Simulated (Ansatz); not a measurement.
# HfMo (Cmmm) in Ansatz: convergence with wavefunction cutoff

Aim: find how far wavefunction cutoff must go before the results for HfMo settle, at PBEsol. This setting moves, with any that are tied to it; all else stays.

Program: Ansatz 0.2.0. These are calculated values, not measurements. Logs are shortened: lines on timing, memory, paths and dates and some standing lists are left out, and cuts for length are marked.

## (1) The crystal as given

It takes space group Cmmm (No. 65, orthorhombic). Conventional cell: a = 3.342 Å, b = 4.945 Å, c = 4.447 Å, α = 90.00°, β = 90.00°, γ = 90.00°. Hf (site symmetry mmm) has 4 Mo at 2.78 Å and 4 Hf at 2.98 Å as nearest neighbours. Around Mo (site symmetry mmm) lie 4 Hf at 2.78 Å and 4 Mo at 2.98 Å.

The cell comes from a database or a generator and needn't be the stable form of this composition.

## (2) With wavefunction cutoff 400 eV

Contents of input.yaml:

```yaml
crystal:
  lattice:
    - [1.6712035, -2.472467, 0.0]
    - [1.6712035, 2.472467, 0.0]
    - [0.0, 0.0, 4.447011]
  atoms:
    - { symbol: Hf, position: [0.0, 0.0, 0.0] }
    - { symbol: Mo, position: [0.5, 0.5, 0.5] }
hamiltonian:
  xc: pbesol
  pseudopotentials: { kind: nc, accuracy: standard }
kpoints:
  mp_grid: { grid: [8, 8, 5] }
scf:
  occupations: { method: gaussian, width: 0.05 }
output:
  forces: true
  stress: true
  eigenvalues: true
basis:
  ecutwfc: "400 eV"
```

Potentials or basis: PseudoDojo standard (PBEsol files).

The run is started by

```sh
ansatz run input.yaml --threads 2 --pin off --max-ram 5632MiB --backend cpu --events-out ev --progress --plain --runs-dir out
```

It took 1 s on 2 threads of Arm Neoverse V2, shared host; peak memory 0.26 GiB.

What came out:

```yaml
Free_energy: -3437.8317 eV
Pressure: -6.3 GPa
Band_gap_on_the_k_mesh: none (metal or under the smearing width)
```

## (3) With wavefunction cutoff 500 eV

Changes to input.yaml since step 2:

```diff
@@ -20,2 +20,2 @@
 basis:
-  ecutwfc: "400 eV"
+  ecutwfc: "500 eV"
```

Potentials or basis: PseudoDojo standard (PBEsol files).

The run is started by

```sh
ansatz run input.yaml --threads 2 --pin off --max-ram 5632MiB --backend cpu --events-out ev --progress --plain --runs-dir out
```

Run time: 1.4 s. Hardware: 2 threads of Arm Neoverse V2, shared host; peak memory 0.28 GiB.

What came out:

| Quantity | Value |
| --- | --- |
| Free energy | -3442.9438 eV |
| Pressure | -5.7 GPa |
| Band gap on the k mesh | none (metal or under the smearing width) |

## (4) With wavefunction cutoff 600 eV

Changes to input.yaml since step 3:

```diff
@@ -20,2 +20,2 @@
 basis:
-  ecutwfc: "500 eV"
+  ecutwfc: "600 eV"
```

The run is started by

```sh
ansatz run input.yaml --threads 2 --pin off --max-ram 5632MiB --backend cpu --events-out ev --progress --plain --runs-dir out
```

Run time: 1.6 s. Hardware: 2 threads of Arm Neoverse V2, shared host; peak memory 0.29 GiB.

Results:

```
Free energy            : -3445.1375 eV
Pressure               : -6.1 GPa
Band gap on the k mesh : none (metal or under the smearing width)
```

## (5) With wavefunction cutoff 700 eV

Changes to input.yaml since step 4:

```diff
@@ -20,2 +20,2 @@
 basis:
-  ecutwfc: "600 eV"
+  ecutwfc: "700 eV"
```

The run is started by

```sh
ansatz run input.yaml --threads 2 --pin off --max-ram 5632MiB --backend cpu --events-out ev --progress --plain --runs-dir out
```

Run time: 2.1 s. Hardware: 2 threads of Arm Neoverse V2, shared host; peak memory 0.31 GiB.

What came out:

| Property | Result |
| --- | --- |
| Free energy | -3445.9726 eV |
| Pressure | -6.1 GPa |
| Band gap on the k mesh | none (metal or under the smearing width) |

## (6) With wavefunction cutoff 850 eV

Changes to input.yaml since step 5:

```diff
@@ -20,2 +20,2 @@
 basis:
-  ecutwfc: "700 eV"
+  ecutwfc: "850 eV"
```

Potentials or basis: PseudoDojo standard (PBEsol files).

The run is started by

```sh
ansatz run input.yaml --threads 2 --pin off --max-ram 5632MiB --backend cpu --events-out ev --progress --plain --runs-dir out
```

It took 3.3 s on 2 threads of Arm Neoverse V2, shared host; peak memory 0.33 GiB.

It converged, with:

- Free energy: -3446.3013 eV
- Pressure: -6.1 GPa
- Band gap on the k mesh: none (metal or under the smearing width)

## (7) With wavefunction cutoff 1000 eV

Changes to input.yaml since step 6:

```diff
@@ -20,2 +20,2 @@
 basis:
-  ecutwfc: "850 eV"
+  ecutwfc: "1000 eV"
```

The run is started by

```sh
ansatz run input.yaml --threads 2 --pin off --max-ram 5632MiB --backend cpu --events-out ev --progress --plain --runs-dir out
```

Run time: 3.7 s. Hardware: 2 threads of Arm Neoverse V2, shared host; peak memory 0.36 GiB.

Results (log left out):

- Free energy: -3446.3439 eV
- Pressure: -6.1 GPa
- Band gap on the k mesh: none (metal or under the smearing width)

## (8) With wavefunction cutoff 1200 eV

Changes to input.yaml since step 7:

```diff
@@ -20,2 +20,2 @@
 basis:
-  ecutwfc: "1000 eV"
+  ecutwfc: "1200 eV"
```

The run is started by

```sh
ansatz run input.yaml --threads 2 --pin off --max-ram 5632MiB --backend cpu --events-out ev --progress --plain --runs-dir out
```

Run time: 5.4 s. Hardware: 2 threads of Arm Neoverse V2, shared host; peak memory 0.39 GiB.

Results (log left out):

```yaml
Free_energy: -3446.3463 eV
Pressure: -6.1 GPa
Band_gap_on_the_k_mesh: none (metal or under the smearing width)
```

## (9) With wavefunction cutoff 1400 eV

Changes to input.yaml since step 8:

```diff
@@ -20,2 +20,2 @@
 basis:
-  ecutwfc: "1200 eV"
+  ecutwfc: "1400 eV"
```

Potentials or basis: PseudoDojo standard (PBEsol files).

The run is started by

```sh
ansatz run input.yaml --threads 2 --pin off --max-ram 5632MiB --backend cpu --events-out ev --progress --plain --runs-dir out
```

It took 5 s on 2 threads of Arm Neoverse V2, shared host; peak memory 0.45 GiB.

The run converged. Its results:

```yaml
Free_energy: -3446.3469 eV
Pressure: -6.1 GPa
Band_gap_on_the_k_mesh: none (metal or under the smearing width)
```

## (10) With wavefunction cutoff 1700 eV

Changes to input.yaml since step 9:

```diff
@@ -20,2 +20,2 @@
 basis:
-  ecutwfc: "1400 eV"
+  ecutwfc: "1700 eV"
```

Potentials or basis: PseudoDojo standard (PBEsol files).

The run is started by

```sh
ansatz run input.yaml --threads 2 --pin off --max-ram 5632MiB --backend cpu --events-out ev --progress --plain --runs-dir out
```

Standard output:

```text
Warning: RAYON_NUM_THREADS=2 ignored (pool sized by the plan → 2); use --threads N
Engine: ansatz 0.2.0, aarch64-unknown-linux-gnu
Pseudopotentials: kind: nc
Pseudopotential: Hf, nc, valence charge 12, recommended cutoff 789.130201 eV (normal), Hf.nc.azcp (PseudoDojo's, or run here from an input of PseudoDojo's; its table is named by hamiltonian.pseudopotentials.accuracy)
Pseudopotential: Mo, nc, valence charge 14, recommended cutoff 1088.45545 eV (normal), Mo.nc.azcp (PseudoDojo's, or run here from an input of PseudoDojo's; its table is named by hamiltonian.pseudopotentials.accuracy)
Functional definition: PBEsol
  exchange = pbesol_x
  correlation = pbesol_c
Crystal: 2 atoms, lattice volume = 36.750 Å³
Basis set: ecut = 1700 eV, 5811 PW (Γ), exchange–correlation on 90×90×120 points (8 copies of the dense FFT grid, shifted against one another)
Bands: 17, of which v1, the nominal top of the filled ones, is band 13 counted from 1 (12 counted from 0)
Symmetry: 8 space group operations
Space group: Cmmm (ITA 65), of the structure as read, at distance tolerance 3.3e-5 Å
k-points: 63 of 320
Non-local potential: Hf, projectors of the file, l = 0: 2, l = 1: 2, l = 2: 2, l = 3: 2
Non-local potential: Mo, projectors of the file, l = 0: 2, l = 1: 2, l = 2: 2
Initial density: superposition of atomic densities (chi_scale 0.1, normalization cell, long waves kept (reshape's long-wave potential 0.00 eV rms))
Initial wavefunctions: pseudopotential atomic-orbital guess
Functional: x = pbesol(κ = 0.804, μ = 0.12345679012345678), c = pbesol(β = 0.046)
SCF iter   1: F=—  HF=-3452.278090 eV  |F-HF|=—  |Δ(HF+E_count)|=         —  Δρ=2.06e-1  dr2=4.31e1  ethr=3.10e-3  ⟨swp⟩=7.0  Hψ=6540  notcnv=0
preconditioner: auto → none  [metal: Δε(μ)=0.023 eV  Ē_g=5.034 eV  σ=0.050 eV  W_gap=0.25  n_scr=8 (ndim 8)  ℏωp=19.4 eV  f_vac=0.000  D(μ)=1.72/eV (n_scr^D=22)  sad-step TF]
SCF iter   2: F=—  HF=-3446.434293 eV  |F-HF|=—  |Δ(HF+E_count)|=    5.84e0  Δρ=3.61e-2  dr2=3.59e-1  ethr=3.10e-3  ⟨swp⟩=5.4  Hψ=3300  notcnv=0  defer=8
SCF iter   3: F=—  HF=-3446.357133 eV  |F-HF|=—  |Δ(HF+E_count)|=   7.72e-2  Δρ=1.66e-2  dr2=7.14e-2  ethr=1.38e-3  ⟨swp⟩=3.0  Hψ=1954  notcnv=0  defer=4
SCF iter   4: F=—  HF=-3446.348036 eV  |F-HF|=—  |Δ(HF+E_count)|=   9.10e-3  Δρ=5.14e-3  dr2=4.29e-3  ethr=2.75e-4  ⟨swp⟩=2.9  Hψ=1552  notcnv=0  defer=4
SCF iter   5: F=—  HF=-3446.347522 eV  |F-HF|=—  |Δ(HF+E_count)|=   5.14e-4  Δρ=1.37e-3  dr2=5.03e-4  ethr=1.65e-5  ⟨swp⟩=3.1  Hψ=1983  notcnv=0  defer=4
SCF iter   6: F=—  HF=-3446.347461 eV  |F-HF|=—  |Δ(HF+E_count)|=   6.06e-5  Δρ=2.31e-4  dr2=8.07e-6  ethr=1.93e-6  ⟨swp⟩=1.8  Hψ=1230  notcnv=0  defer=4
SCF iter   7: F=—  HF=-3446.347389 eV  |F-HF|=—  |Δ(HF+E_count)|=   7.23e-5  Δρ=5.22e-5  dr2=2.39e-7  ethr=3.10e-8  ⟨swp⟩=2.8  Hψ=2113  notcnv=0  defer=4
SCF iter   8: F=-3446.347389 eV  HF=-3446.347389 eV  |F-HF|=4.44e-9  |Δ(HF+E_count)|=   4.13e-8  Δρ=7.19e-6  dr2=9.09e-9  ethr=3.85e-10  ⟨swp⟩=10.2  Hψ=6994  notcnv=0
SCF 1 converged in 8 iterations: F = -3446.347389 eV  dr2 = 9.09e-9
SCF converged after 8 iterations
Free energy (F): -3446.347389 eV
Harris-Foulkes:  -3446.347389 eV  (|F-HF|=4.44e-9)
Internal energy: -3446.344642 eV  (E = F + TS)
E sigma→0 (E₀):  -3446.346015 eV
Entropy (-TS):   -0.002747 eV (-1.374 meV/atom)
Fermi energy:    17.358462 eV
--- Per-component energies (eV) ---
  E_band       = -196.790739
  E_kinetic    = 1002.495160
  E_local      = -1875.612483  (includes V_loc(G=0)·N_el)
  E_nonlocal   = 303.200425
  E_hartree    = 456.062688
  E_xc         = -664.479467
  E_vxc        = -539.001876  (∫ρ·V_xc dr)
  E_ewald      = -2668.010965
  E_smearing   = -0.002747  (= −TS)
  E_closure    = -0.000000  (closes the sum)
  Σ components = -3446.347389   (vs F -3446.347389, Δ=0.00e0)
--- Forces (eV/Å), atoms counted from 1 ---
  atom   1  Hf     0.00000000     0.00000000     0.00000000
  atom   2  Mo    -0.00000000     0.00000000     0.00000000
  max |Σ_I F_I| component: 2.96e-30 eV/Å
--- Stress (GPa, compression-positive) ---
       -7.100762       0.000000       0.000000
        0.000000      -5.331807       0.000000
        0.000000       0.000000      -5.757286
  P = ⅓ Tr σ = -6.0633 GPa (-60.633 kbar)
--- Band table (eV; the first three rows and the last of 63) ---
  k-point 0: bands = ["-43.7263", "-42.9332", "-17.1235", "-16.8676", "-16.8016", "-12.3209", "-12.0977", "-11.9724", "10.3906", "13.3882", "15.6570", "16.8549", "17.3377", "18.8720", "19.1764", "19.8706", "20.0492"]
  k-point 1: bands = ["-43.7216", "-42.9385", "-17.0974", "-16.8641", "-16.8015", "-12.3697", "-12.1064", "-11.9723", "10.8389", "13.4961", "15.8085", "17.2716", "17.4969", "18.4683", "18.5750", "19.1057", "20.1656"]
  k-point 2: bands = ["-43.7139", "-42.9472", "-17.0543", "-16.8585", "-16.8014", "-12.4492", "-12.1205", "-11.9720", "11.9378", "13.3697", "16.1328", "17.1134", "18.0309", "18.0589", "18.2747", "18.9967", "19.0355"]
  k-point 62: bands = ["-43.6232", "-42.8687", "-17.3476", "-17.0613", "-16.9576", "-12.9510", "-12.4766", "-12.2762", "14.4624", "14.7514", "14.8111", "16.1605", "17.0004", "18.4007", "19.9329", "20.5121", "20.8261"]
```

Wall time 7 s (2 threads of Arm Neoverse V2, shared host); peak memory 0.52 GiB.

Results:

- Free energy: -3446.3474 eV
- Pressure: -6.1 GPa
- Band gap on the k mesh: none (metal or under the smearing width)

## (11) The series at a glance

```csv
wavefunction cutoff,"energy less the tightest run, at zero smearing (meV/atom)",pressure (GPa),SCF cycles,CPU time (s),peak memory (GiB)
400 eV,4257.81,-6.33,8,1.9,0.26
500 eV,1701.78,-5.74,8,2.7,0.28
600 eV,604.96,-6.07,8,3.1,0.29
700 eV,187.38,-6.08,8,4,0.31
850 eV,23.03,-6.06,8,6.5,0.33
1000 eV,1.74,-6.06,8,7.2,0.36
1200 eV,0.52,-6.06,8,11,0.39
1400 eV,0.22,-6.06,8,9.9,0.45
1700 eV,0.00,-6.06,8,14,0.52
```

Against the tightest run, the energy stays within 1 meV/atom from 1200 eV on; the pressure stays within 0.1 GPa from 600 eV on. The tightest run that finished is the yardstick and may itself not be fully converged.
